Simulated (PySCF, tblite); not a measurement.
# C₄H₁₁BO₂Si: geometry, infrared bands and NMR shifts

Aim: predict the infrared bands and NMR shifts of C₄H₁₁BO₂Si (`C=C(OBC)OC[SiH3]`).

Computed with tblite 0.8.0 and PySCF 2.14.0, with density-fitted response routines of our own, on a single molecule in the gas phase. Atoms are numbered from 0 throughout.

## (1) The molecule as given

19 atoms, charge 0, multiplicity 1; geometry from: force field or distance geometry start.

Bonds of the start (Å): C0–C1 1.35, C1–O2 1.38, O2–B3 1.51, B3–C4 1.58, C1–O5 1.40, O5–C6 1.43, C6–Si7 1.87, C0–H8 1.08, C0–H9 1.09, B3–H10 1.17, C4–H11 1.12, C4–H12 1.11, C4–H13 1.10, C6–H14 1.10, C6–H15 1.12, Si7–H16 1.47, Si7–H17 1.47, Si7–H18 1.47.

## (2) Geometry optimisation with GFN2-xTB

The job: settings as JSON, then the geometry in Å.

```
{"job": {"kind": "relax", "xc": "GFN2-xTB", "basis": "xTB"}, "charge": 0, "multiplicity": 1}
C      0.170100    -2.373400     0.646100
C     -0.210300    -1.108000     0.380200
O     -1.562200    -0.822300     0.364000
B     -2.109300     0.550300     0.077200
C     -3.677100     0.779600     0.080400
O      0.727500    -0.091800     0.149000
C      2.147000    -0.261900     0.150700
Si     2.967400     1.377400    -0.207000
H      1.204500    -2.672800     0.686400
H     -0.595000    -3.129400     0.829600
H     -1.382800     1.448500    -0.125100
H     -4.144500     0.140800    -0.705400
H     -3.895000     1.848900    -0.137100
H     -4.094100     0.517600     1.062000
H      2.439600    -0.984700    -0.627600
H      2.482900    -0.615800     1.163700
H      4.422800     1.206400    -0.207200
H      2.520800     1.847400    -1.529800
H      2.577900     2.352500     0.825100
```

The run is started by

```sh
OMP_NUM_THREADS=1 python probes_run.py task.json out
```

The driver reads the jobs from task.json and runs them one after another.

**Question.** This job is followed by: GFN2-xTB harmonic vibrations, gas phase; GIAO PBE0/pcSseg-1 NMR shielding, non-relativistic, gas phase. What will the session give for the following? strongest single infrared mode (GFN2-xTB); zero-point energy (GFN2-xTB); ¹³C shifts against TMS (PBE0/pcSseg-1); ¹H shifts against TMS (PBE0/pcSseg-1, means over atoms taken as alike); ¹⁷O shifts against H2O (PBE0/pcSseg-1); ¹¹B shifts against BF3·OEt2 (PBE0/pcSseg-1); ²⁹Si shifts against TMS (PBE0/pcSseg-1).

As calculated:

| quantity | value |
| --- | --- |
| strongest single infrared mode (GFN2-xTB) | 1292 cm⁻¹, 581 km/mol |
| zero-point energy (GFN2-xTB) | 87.6 kcal/mol |
| ¹³C shifts against TMS (PBE0/pcSseg-1) | 171.6, 68.2, 56.1, 6.0 ppm |
| ¹H shifts against TMS (PBE0/pcSseg-1, means over atoms taken as alike) | 5.95, 4.04, 3.97, 3.70, 3.47, 0.48 ppm |
| ¹⁷O shifts against H2O (PBE0/pcSseg-1) | 257.5, 120.4 ppm |
| ¹¹B shifts against BF3·OEt2 (PBE0/pcSseg-1) | 47.5 ppm |
| ²⁹Si shifts against TMS (PBE0/pcSseg-1) | -73.7 ppm |

What this shows: Over 41 steps the energy fell by 0.670 eV; of the close pairs, O2–B3 changed most, 1.505 to 1.345 Å. The lowest mode is imaginary (113i cm⁻¹), so the xTB geometry is not a minimum. The strongest single mode, at 1292 cm⁻¹, moves mainly B3 and O2. GFN2-xTB is a fitted tight-binding method: band positions and strengths are rough. Its intensities can rank the bands wrongly. The most deshielded carbon is C1 (alkene carbon bearing oxygen), at 171.6 ppm: an sp2 carbon further deshielded by the attached heteroatom. At PBE0/pcSseg-1: The largest span, 319 ppm, is at O2, where the paramagnetic term is -317 ppm.
